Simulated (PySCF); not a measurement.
**InH2OF (SMILES [OH][InH][F]): HF/3-21G**

Wanted: energy and forces of InH2OF. Input form: a Python script.

The results are computed with PySCF 2.14.0.

## (1) The molecule

InH2OF has 5 atoms, charge 0, and is taken as a singlet. As SMILES, `[OH][InH][F]`. The coordinates come from a PBE0-D4/def2-TZVP relaxation. This is a higher conformer, about 10 kJ/mol above the lowest found by a separate search.

Bond lengths: O1–In2 1.966 Å, In2–F3 1.944 Å, O1–H4 0.960 Å, In2–H5 1.691 Å. Angles: O1–In2–F3 106.4°, O1–In2–H5 133.9°, F3–In2–H5 119.7°, In2–O1–H4 113.6°.

## (2) Energy and forces at HF/3-21G

File input.py:

```python
import pyscf.grad
from pyscf import gto

mol = gto.M(
    atom='''
O       -1.279500      -0.345900      -0.577400
In       0.480100       0.042500       0.210000
F        1.185900      -1.654700       0.841500
H       -1.725200       0.429800      -0.925700
H        1.388500       1.454700       0.410200
''',
    basis='3-21g',
    charge=0,
    verbose=4,
    max_memory=1860,
)

mf = mol.RHF()
mf.conv_tol = 1e-10
mf.kernel()
if not mf.converged:
    mf = mf.newton().run(mf.mo_coeff, mf.mo_occ)

e_tot = mf.e_tot
print(f'total energy: {e_tot:.8f} hartree')
grad = mf.Gradients().kernel()
mf.analyze()
```

Launch:

```
OMP_NUM_THREADS=1 python input.py
```

**Question.** What will come out? Wanted: total energy; dipole moment; HOMO energy; LUMO energy; HOMO–LUMO gap; largest force on an atom.

**Answer.** As computed:

At HF/3-21G:

```
                quantity           value
            total energy  -5889.27846 Eh
           dipole moment          4.65 D
             HOMO energy       -11.90 eV
             LUMO energy         1.44 eV
           HOMO–LUMO gap        13.34 eV
largest force on an atom      1.950 eV/Å
```

The largest force is 1.95 eV/Å: the shape isn't a stationary point for this species at this level. Relativity is left out although the molecule holds a heavy atom.
